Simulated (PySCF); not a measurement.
# C7H9N: excited states, first hyperpolarisability

Wanted: excited states, first hyperpolarisability for C7H9N (`CCc1ccccn1`).

Computed with PySCF 2.14.0 and routines of our own; the level stands in each step. Atoms count from 0.

### 1 The starting structure

17 atoms, charge 0, multiplicity 1; geometry from: GFN2-xTB.

### 2 Geometry optimisation at PBE0-D3(BJ)/def2-SVP

Job settings and geometry (Å):

```
{"job": {"xc": "PBE0", "basis": "def2-SVP", "d3": "d3bj", "grid": 2, "kind": "geom"}, "charge": 0, "multiplicity": 1}
C     -2.415038    -0.368682     0.556760
C     -1.473856    -0.380375    -0.649189
C     -0.060583    -0.141789    -0.204061
C      0.433916     1.148170    -0.025378
C      1.733331     1.311350     0.419857
C      2.496859     0.183191     0.678362
C      1.913311    -1.056759     0.473859
N      0.674597    -1.217395     0.044562
H     -3.439127    -0.549911     0.238960
H     -2.124427    -1.144627     1.260820
H     -2.373709     0.592732     1.065140
H     -1.526742    -1.352852    -1.138937
H     -1.776366     0.393596    -1.357219
H     -0.192047     2.002374    -0.236960
H      2.145739     2.300141     0.563864
H      3.514708     0.264157     1.026302
H      2.462435    -1.971292     0.659907
```

Run with:

```console
$ OMP_NUM_THREADS=1 python excited_run.py task.json out
```

The driver reads the jobs from task.json and runs them one after another.

Standard output:

```text
step   0  E = -326.30510350  max force = 0.012054
step   1  E = -326.30679558  max force = 0.002431
step   2  E = -326.30684042  max force = 0.000444
step   3  E = -326.30687731  max force = 0.001164
step   4  E = -326.30695951  max force = 0.003738
step   5  E = -326.30702719  max force = 0.007149
step   6  E = -326.30720466  max force = 0.004567
step   7  E = -326.30731670  max force = 0.001330
step   8  E = -326.30730933  max force = 0.002249
step   9  E = -326.30734523  max force = 0.000567
step  10  E = -326.30734972  max force = 0.000161
optimisation converged
```

Wall time 1.8 min (1 thread of Arm Neoverse V2, shared host); peak memory 0.75 GiB.

Relaxation path:

```csv
step,energy from step 0 (eV),largest force component (eV/Å)
0,0.0000,0.6198
1,-0.0460,0.1250
2,-0.0473,0.0228
3,-0.0483,0.0599
4,-0.0505,0.1922
5,-0.0523,0.3676
6,-0.0572,0.2348
7,-0.0602,0.0684
8,-0.0600,0.1156
9,-0.0610,0.0292
10,-0.0611,0.0083
```

Close pairs (by a distance rule), those that changed most:

```csv
bond,before (Å),after (Å),change (Å)
C6–H16,1.083,1.097,+0.014
C5–H15,1.079,1.092,+0.013
C1–H11,1.090,1.103,+0.013
C0–H10,1.088,1.101,+0.013
C0–H8,1.087,1.100,+0.013
C3–H13,1.080,1.092,+0.013
C0–H9,1.087,1.100,+0.012
C4–H14,1.081,1.093,+0.012
```

The next job starts from the end point, and lists it.

```csv
at the end point,value
point group (found at 0.08 Å tolerance),C1
"rotational constants (GHz, main isotopes)","4.747, 1.534, 1.246"
dipole moment (D),1.72
```

### 3 Excited states: TDA wB97X-D/def2-TZVP

Job settings and geometry (Å):

```
{"job": {"kind": "states", "xc": "wB97X-D", "basis": "def2-TZVP", "tda": true, "soc": true, "nstates": 6, "ntriplets": 5, "nquad": 4}, "charge": 0, "multiplicity": 1}
C     -2.557313    -0.685633     0.444095
C     -1.658347    -0.218658    -0.694295
C     -0.226623    -0.050816    -0.262287
C      0.423823     1.187407    -0.324151
C      1.746032     1.281421     0.100681
C      2.380061     0.137726     0.576486
C      1.648899    -1.050007     0.601645
N      0.387685    -1.145368     0.197619
H     -3.586268    -0.858773     0.094895
H     -2.168356    -1.623393     0.866605
H     -2.592915     0.059901     1.253825
H     -1.679498    -0.967082    -1.504605
H     -2.028723     0.726280    -1.121526
H     -0.106258     2.064218    -0.703321
H      2.274019     2.237773     0.061412
H      3.415863     0.160020     0.921384
H      2.113627    -1.973192     0.968806
```

Method: TDA wB97X-D/def2-TZVP excited states, vertical, gas phase, spin-orbit mean-field couplings.

Standard output:

```text
coarse grid: 14248 points
cycle   1  E = -326.8963134625  dE =  1.451e+00  |g| = 3.672e-01  |ddm| = 3.187e+00
cycle   2  E = -326.9121177382  dE = -1.580e-02  |g| = 3.322e-01  |ddm| = 6.752e-01
cycle   3  E = -326.9334387277  dE = -2.132e-02  |g| = 6.412e-02  |ddm| = 2.717e-01
cycle   4  E = -326.9342012428  dE = -7.625e-04  |g| = 3.160e-02  |ddm| = 1.012e-01
cycle   5  E = -326.9344353659  dE = -2.341e-04  |g| = 5.834e-03  |ddm| = 3.527e-02
cycle   6  E = -326.9344451991  dE = -9.833e-06  |g| = 2.132e-03  |ddm| = 1.500e-02
final grid: 137800 points
cycle   7  E = -326.9138236449  dE = -2.237e-04  |g| = 4.391e-03  |ddm| = 1.384e-01
cycle   8  E = -326.9138275868  dE = -3.942e-06  |g| = 2.559e-03  |ddm| = 1.440e-02
cycle   9  E = -326.9138289810  dE = -1.394e-06  |g| = 9.487e-04  |ddm| = 2.702e-03
cycle  10  E = -326.9138292181  dE = -2.371e-07  |g| = 2.185e-04  |ddm| = 1.538e-03
cycle  11  E = -326.9138292350  dE = -1.688e-08  |g| = 7.818e-05  |ddm| = 3.922e-04
cycle  12  E = -326.9138292383  dE = -3.323e-09  |g| = 2.848e-05  |ddm| = 2.015e-04
cycle  13  E = -326.9138292387  dE = -3.399e-10  |g| = 1.290e-05  |ddm| = 4.580e-05
converged SCF energy = -326.9138292387

Singlet excitations
state   eV       nm        f     d(h-e)  d(exc)  Lambda  PR(NTO)  |dmu|/D   mu/D   main configurations
  1   5.0680   244.6   0.00518   1.051   2.610   0.515   1.007    2.340    0.707   H-1->L 0.97
  2   5.4297   228.3   0.00013   1.074   2.677   0.387   1.006    2.383    0.687   H-1->L+1 0.98
  3   5.5731   222.5   0.06104   0.098   2.623   0.697   1.663    0.388    1.488   H->L 0.72, H-2->L+1 0.26
  4   6.5415   189.5   0.07297   0.050   2.708   0.857   1.857    0.270    1.751   H->L+1 0.66, H-2->L 0.30
  5   7.7567   159.8   0.69569   0.226   2.773   0.628   2.137                     H-2->L+1 0.55, H->L 0.18, H-3->L 0.08
  6   7.7641   159.7   0.09037   0.566   2.899   0.425   1.245                     H-4->L 0.40, H-3->L 0.26, H-6->L 0.10

Triplet excitations (Tamm-Dancoff)
state   eV     d(h-e)  d(exc)  Lambda  PR(NTO)   main configurations
  1   4.3309   0.035   2.425   0.851   1.671   H->L+1 0.69, H-2->L 0.23
  2   4.3959   0.997   2.511   0.514   1.009   H-1->L 0.95
  3   4.5108   0.143   2.585   0.707   1.029   H->L 0.94
  4   5.0319   0.079   2.521   0.840   1.633   H-2->L 0.73, H->L+1 0.25
  5   5.3017   1.057   2.663   0.387   1.009   H-1->L+1 0.99
S1 - T1 = 0.7371 eV

Spin-orbit couplings |<S|Hso|T>| (cm-1)
             T1       T2       T3       T4       T5
S0        0.665   26.420    0.238    0.200    2.656
S1        6.008    0.105    1.799    9.335    0.430
S2        1.837    0.233    1.352    1.006    0.083
S3        0.157    1.831    0.026    0.068    6.071
S4        0.192    6.778    0.124    0.078    2.024
S5        0.862    5.181    0.298    1.120    7.324
S6        1.957   14.999    0.642    3.684    3.097
T1 sublevels (cm-1): 0.000 0.000 0.071   radiative rates (1/s): 0.0108 0.00104 2.56
```

Wall time 62 s (1 thread of Arm Neoverse V2, shared host); peak memory 1.2 GiB.

Key values:

```csv
quantity,value
S1 less T1,0.74 eV
```

### 4 Excited states: TDDFT CAM-B3LYP/aug-cc-pVDZ

The job, as its differences from that of step 3:

```diff
@@ -1,2 +1,2 @@
-{"job": {"kind": "states", "xc": "wB97X-D", "basis": "def2-TZVP", "tda": true, "soc": true, "nstates": 6, "ntriplets": 5, "nquad": 4}, "charge": 0, "multiplicity": 1}
+{"job": {"kind": "states", "xc": "CAM-B3LYP", "basis": "aug-cc-pVDZ", "tpa": true, "nstates": 8, "nquad": 6, "ntriplets": 0}, "charge": 0, "multiplicity": 1}
 C     -2.557313    -0.685633     0.444095
```

With the program's defaults for keys left out, this is: TDDFT CAM-B3LYP/aug-cc-pVDZ excited states, vertical, gas phase, two-photon moments by quadratic response.

Standard output:

```text
coarse grid: 14248 points
cycle   1  E = -326.6975698051  dE =  1.423e+00  |g| = 3.623e-01  |ddm| = 2.328e+01
cycle   2  E = -326.7079645213  dE = -1.039e-02  |g| = 3.542e-01  |ddm| = 2.695e+00
cycle   3  E = -326.7344983406  dE = -2.653e-02  |g| = 6.892e-02  |ddm| = 9.653e-01
cycle   4  E = -326.7352976989  dE = -7.994e-04  |g| = 3.673e-02  |ddm| = 2.612e-01
cycle   5  E = -326.7356249918  dE = -3.273e-04  |g| = 6.294e-03  |ddm| = 1.507e-01
cycle   6  E = -326.7356352005  dE = -1.021e-05  |g| = 2.284e-03  |ddm| = 3.455e-02
cycle   7  E = -326.7356367122  dE = -1.512e-06  |g| = 5.900e-04  |ddm| = 9.948e-03
final grid: 137800 points
cycle   8  E = -326.7622333979  dE = -2.197e-05  |g| = 3.516e-03  |ddm| = 3.602e-01
cycle   9  E = -326.7622343886  dE = -9.907e-07  |g| = 3.127e-03  |ddm| = 4.511e-02
cycle  10  E = -326.7622368935  dE = -2.505e-06  |g| = 3.898e-04  |ddm| = 1.409e-02
cycle  11  E = -326.7622369225  dE = -2.892e-08  |g| = 2.239e-04  |ddm| = 1.987e-03
cycle  12  E = -326.7622369348  dE = -1.228e-08  |g| = 3.314e-05  |ddm| = 1.053e-03
cycle  13  E = -326.7622369350  dE = -2.663e-10  |g| = 1.429e-05  |ddm| = 2.103e-04
converged SCF energy = -326.7622369350

Singlet excitations
state   eV       nm        f     d(h-e)  d(exc)  Lambda  PR(NTO)  |dmu|/D   mu/D   delta(TPA)   sigma/GM   main configurations
  1   5.0289   246.5   0.00417   1.052   2.666   0.403   1.011    2.383    0.754        0.99      0.009   H-1->L 0.66, H-1->L+1 0.26
  2   5.4301   228.3   0.06466   0.128   2.687   0.501   1.658    0.517    1.458        2.03      0.022   H->L 0.54, H->L+1 0.21
  3   5.4438   227.8   0.00174   1.054   2.749   0.273   1.047    2.398    0.655        0.38      0.004   H-1->L+2 0.32, H-1->L+3 0.27, H-1->L+4 0.24
  4   6.2328   198.9   0.07022   0.062   2.889   0.525   1.820    0.283    1.812        2.46      0.035   H->L+2 0.27, H->L+3 0.20, H-2->L 0.17
  5   6.4833   191.2   0.00171   1.380   4.521   0.455   1.034    6.233    4.630       84.00      1.293   H->L+1 0.64, H->L 0.22
  6   6.7989   182.4   0.02776   0.798   4.423   0.323   1.026    3.515    4.364       39.15      0.663   H-1->L+1 0.47, H-1->L 0.20, H-1->L+4 0.12
  7   6.9751   177.8   0.03374   0.668   4.901   0.494   1.162                                            H->L+3 0.50, H->L+2 0.32
  8   7.1526   173.3   0.34329   0.581   4.028   0.432   2.174                                            H-2->L+2 0.19, H->L+4 0.18, H-2->L+3 0.11
```

Run time: 68 s. Hardware: 1 thread of Arm Neoverse V2, shared host; peak memory 1.1 GiB.

### 5 First hyperpolarisability: quadratic response CAM-B3LYP/aug-cc-pVDZ

The job, as its differences from that of step 4:

```diff
@@ -1,2 +1,2 @@
-{"job": {"kind": "states", "xc": "CAM-B3LYP", "basis": "aug-cc-pVDZ", "tpa": true, "nstates": 8, "nquad": 6, "ntriplets": 0}, "charge": 0, "multiplicity": 1}
+{"job": {"kind": "beta", "xc": "CAM-B3LYP", "basis": "aug-cc-pVDZ"}, "charge": 0, "multiplicity": 1}
 C     -2.557313    -0.685633     0.444095
```

Method: quadratic response CAM-B3LYP/aug-cc-pVDZ first hyperpolarisability, Taylor convention, gas phase.

Standard output:

```text
coarse grid: 14248 points
cycle   1  E = -326.6975698051  dE =  1.423e+00  |g| = 3.623e-01  |ddm| = 2.328e+01
cycle   2  E = -326.7079645213  dE = -1.039e-02  |g| = 3.542e-01  |ddm| = 2.695e+00
cycle   3  E = -326.7344983406  dE = -2.653e-02  |g| = 6.892e-02  |ddm| = 9.653e-01
cycle   4  E = -326.7352976989  dE = -7.994e-04  |g| = 3.673e-02  |ddm| = 2.612e-01
cycle   5  E = -326.7356249918  dE = -3.273e-04  |g| = 6.294e-03  |ddm| = 1.507e-01
cycle   6  E = -326.7356352005  dE = -1.021e-05  |g| = 2.284e-03  |ddm| = 3.455e-02
cycle   7  E = -326.7356367122  dE = -1.512e-06  |g| = 5.900e-04  |ddm| = 9.948e-03
final grid: 137800 points
cycle   8  E = -326.7622333979  dE = -2.197e-05  |g| = 3.516e-03  |ddm| = 3.602e-01
cycle   9  E = -326.7622343886  dE = -9.907e-07  |g| = 3.127e-03  |ddm| = 4.511e-02
cycle  10  E = -326.7622368935  dE = -2.505e-06  |g| = 3.898e-04  |ddm| = 1.409e-02
cycle  11  E = -326.7622369225  dE = -2.892e-08  |g| = 2.239e-04  |ddm| = 1.987e-03
cycle  12  E = -326.7622369348  dE = -1.228e-08  |g| = 3.314e-05  |ddm| = 1.053e-03
cycle  13  E = -326.7622369350  dE = -2.663e-10  |g| = 1.429e-05  |ddm| = 2.103e-04
converged SCF energy = -326.7622369350

Lowest singlets (eV, f): 5.0289 0.0042  5.4301 0.0646  5.4438 0.0017

First hyperpolarisability (au)
process     nm      |vector|   parallel      HRS      DR
static         -       73.04     -17.99      32.44    4.07
shg       1907.0       76.72     -18.46      34.09   4.101
eope      1907.0       74.23     -18.14          -       -
shg       1064.0       86.20     -19.66      38.33   4.183
eope      1064.0       76.99      -18.5          -       -
```

Wall time 49 s (1 thread of Arm Neoverse V2, shared host); peak memory 1.1 GiB.

### 6 What came out

| quantity | value |
| --- | --- |
| point group | C1 |
| rotational constants (main isotopes) | 4.75, 1.53, 1.25 GHz |
| S1 less T1 (step 3, TDA wB97X-D/def2-TZVP) | 0.74 eV |
| β vector (step 5, quadratic response CAM-B3LYP/aug-cc-pVDZ) | static 73, SHG 1907.0 nm 77, SHG 1064.0 nm 86 au |

Relaxing lowered the energy by 0.061 eV in 10 steps; the close pair that moved most is C6–H16, from 1.083 to 1.097 Å. In step 3, the number of triplets below S1 is 4, and the largest singlet-triplet spin-orbit coupling is S0–T2, 26.42 cm⁻¹. β grows from 73 au (static) to 86 au for doubling at 1064.0 nm: normal dispersion, which grows as twice the photon energy moves toward the bright states.
